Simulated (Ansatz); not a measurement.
# Nb2PdSe5: the cost of one run

Method: DFT PBE, scalar-relativistic, plane waves, PAW, unless a step names another level, in Ansatz 0.2.0.

10 further runs of the same task are left out: 1 that didn't finish, 9 set aside as unsound or not needed.

### Step 1. The formula and the candidates

Pauling electronegativities: Nb 1.60, Pd 2.20, Se 2.55 (spread 0.95). The formula balances with common oxidation states: Nb +4, Pd +2, Se -2. Tabulated atomic sizes suggest about 22 Å³/atom. 20 candidates were drawn, by swapping species into database cells of other compounds, at random by space group and Wyckoff sites, or by hand, as the table says:

```csv
name,made from,space group no.,Wyckoff sites,atoms (primitive cell),V (Å³/atom)
c01,random,107,"Nb 4b; Pd 2a; Se 8c, 2a",8,28.7
c02,random,69,"Nb 8c; Pd 4b; Se 16j, 4a",8,27.1
c03,random,65,"Nb 4f; Pd 2d; Se 8m, 2c",8,29.0
c04,random,187,"Nb 2g; Pd 1a; Se 3k, 1c, 1d",8,25.7
c05,database cell of Al5CuMo2,123,"Nb 1a, 1d; Pd 1b; Se 4i, 1c",8,21.8
c06,database cell of Mn5Al2V,12,"Nb 4i; Pd 2d; Se 4i, 4i, 2a",8,20.8
c07,database cell of Rb2MnF5,123,"Nb 2e; Pd 1a; Se 1b, 4j",8,22.5
c08,random,187,"Nb 1a, 1c; Pd 1e; Se 2g, 3k",8,24.4
c09,random,216,"Nb 4a, 4c; Pd 4d; Se 16e, 4b",8,24.8
c10,random,71,"Nb 2a, 2d; Pd 2c; Se 8l, 2b",8,23.7
c11,random,156,"Nb 1a, 1a; Pd 1a; Se 3d, 1b, 1c",8,25.6
c12,random,166,"Nb 6c; Pd 3a; Se 9e, 6c",8,28.8
c13,random,216,"Nb 4d, 4c; Pd 4b; Se 16e, 4a",8,27.6
c14,database cell of CeAl2Pd5,139,"Nb 4e; Pd 2b; Se 8g, 2a",8,22.4
c15,random,99,"Nb 1b, 1a; Pd 1b; Se 4e, 1b",8,22.5
c16,random,166,"Nb 6c; Pd 3b; Se 9d, 6c",8,24.0
c17,database cell of YAl2Pd5,139,"Nb 4e; Pd 2a; Se 2b, 8g",8,22.9
c18,random,157,"Nb 2b; Pd 1a; Se 2b, 3c",8,26.6
c19,random,71,"Nb 4i; Pd 2b; Se 4f, 4j, 2a",8,23.1
c20,random,187,"Nb 1d, 1a; Pd 1b; Se 2i, 2h, 1e",8,28.5
```

### Step 2. Screening run of c05

input.yaml reads:

```yaml
crystal:
  lattice:
    - [4.30136283, 0.0, 0.0]
    - [0.0, 4.30136283, 0.0]
    - [0.0, 0.0, 9.43084378]
  atoms:
    - { symbol: Nb, position: [0.0, 0.0, 0.0] }
    - { symbol: Nb, position: [0.5, 0.5, 0.5] }
    - { symbol: Pd, position: [0.0, 0.0, 0.5] }
    - { symbol: Se, position: [0.0, 0.5, 0.26230901] }
    - { symbol: Se, position: [0.5, 0.0, 0.73769099] }
    - { symbol: Se, position: [0.5, 0.0, 0.26230901] }
    - { symbol: Se, position: [0.0, 0.5, 0.73769099] }
    - { symbol: Se, position: [0.5, 0.5, 0.0] }
basis:
  ecutwfc: 420
kpoints:
  mp_grid: { grid: [3, 3, 2] }
hamiltonian:
  xc: pbe
scf:
  occupations: { method: gaussian, width: 0.15 }
  lower_state_search: "off"
output:
  forces: true
  stress: true
  eigenvalues: true
relax:
  adjacent_minimum: "off"
  f_tol: 0.08
  max_steps: 16
  cell: { stress_tol: 0.8 }
```

The run is started by

```bash
ansatz run input.yaml --threads 1 --pin off --max-ram 2560MiB --backend cpu --events-out ev --progress --plain --runs-dir out
```

**Question.** How long does this run take on 1 thread of Intel Xeon Platinum 8375C at 2.90GHz (Ice Lake), shared host, and how much memory does it need?

About 34 s, with a peak of 0.5 GiB.
